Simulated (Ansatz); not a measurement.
**CH₄FGaSi: small, medium and large basis sets**

The task here is to estimate one member of a computed series from the others.

Method: one geometry, several basis sets; program: Ansatz 0.2.0, Gaussian basis.

Levels to be run: PBE0-D4/def2-SVP; ωB97M-V/def2-SVP; PBE0-D4/def2-QZVPP; ωB97M-V/def2-QZVPP; the functionals' def2-TZVPP values are taken from earlier runs.

### Structure used throughout

The geometry comes from an earlier relaxation with PBE0-D4 in a triple-zeta def2 set; it is a stationary point, not always the lowest conformer.

SMILES `F[SiH]1[CH2][GaH]1`, 8 atoms, charge 0, spin multiplicity 1.

Atoms are counted from 1 here; the program's logs count them from 0.

Bond lengths: F1–Si2 1.602 Å, Si2–C3 1.839 Å, Si2–Ga4 2.299 Å, Si2–H5 1.484 Å, C3–Ga4 2.065 Å, C3–H6 1.102 Å, C3–H7 1.089 Å, Ga4–H8 1.556 Å. Angles: F1–Si2–C3 122.8°, F1–Si2–Ga4 134.6°, F1–Si2–H5 107.6°, C3–Si2–Ga4 58.6°, C3–Si2–H5 111.7°, Ga4–Si2–H5 112.7°, Si2–C3–Ga4 71.9°, Si2–C3–H6 114.2°, Si2–C3–H7 124.7°, Ga4–C3–H6 94.1°, Ga4–C3–H7 136.7°, H6–C3–H7 109.3°, Si2–Ga4–C3 49.5°, Si2–Ga4–H8 177.9°, C3–Ga4–H8 132.2°.

Geometry (Å):

```
F    -1.7346    1.7810   -0.2955
Si   -0.6830    0.6235   -0.6450
C     0.7845    0.2606    0.4023
Ga   -0.2814   -1.4913    0.1625
H    -0.3150    0.7700   -2.0757
H     0.5926    0.3225    1.4856
H     1.7958    0.6070    0.1952
H    -0.0668   -2.9302    0.7147
```

Set-up of the first run:

Contents of in.yaml:

```yaml
crystal:
  periodic: [false, false, false]
  atoms:
    - {symbol: F, position_ang: [-1.734557, 1.780981, -0.295501]}
    - {symbol: Si, position_ang: [-0.683016, 0.623478, -0.645046]}
    - {symbol: C, position_ang: [0.784545, 0.260562, 0.402310]}
    - {symbol: Ga, position_ang: [-0.281440, -1.491268, 0.162537]}
    - {symbol: H, position_ang: [-0.315009, 0.769986, -2.075661]}
    - {symbol: H, position_ang: [0.592619, 0.322502, 1.485625]}
    - {symbol: H, position_ang: [1.795764, 0.607000, 0.195178]}
    - {symbol: H, position_ang: [-0.066805, -2.930241, 0.714657]}
basis:
  gaussian: {orbitals: def2-SVP}
hamiltonian: {xc: pbe0, dispersion: d4}
output: {orbitals: {seedname: orbitals}}
```

Run with:

```console
> ansatz run in.yaml --threads 2 --pin off --events-out ev --progress --plain --max-ram 4352MiB
```

Among the steps run: PBE0-D4 in def2-SVP; ωB97M-V in def2-SVP; PBE0-D4 in def2-QZVPP; ωB97M-V in def2-QZVPP.

One of the session's tables, all rows but one given; the rest of the session is left out.

It belongs to the step «Functionals by basis». 

| functional | basis | HOMO (eV) | LUMO (eV) |
| --- | --- | --- | --- |
| PBE0-D4 | def2-SVP | -6.25 | -2.07 |
| PBE0-D4 | def2-TZVPP | ? | ? |
| PBE0-D4 | def2-QZVPP | -6.31 | -2.14 |
| ωB97M-V | def2-SVP | -8.23 | -0.27 |
| ωB97M-V | def2-TZVPP | -8.29 | -0.33 |
| ωB97M-V | def2-QZVPP | -8.31 | -0.44 |

Q: Estimate the row for PBE0-D4, def2-TZVPP from the others.

The run gave: HOMO (eV): -6.29; LUMO (eV): -2.11. In the column «HOMO (eV)» it lies between PBE0-D4, def2-QZVPP (-6.31) and PBE0-D4, def2-SVP (-6.25).
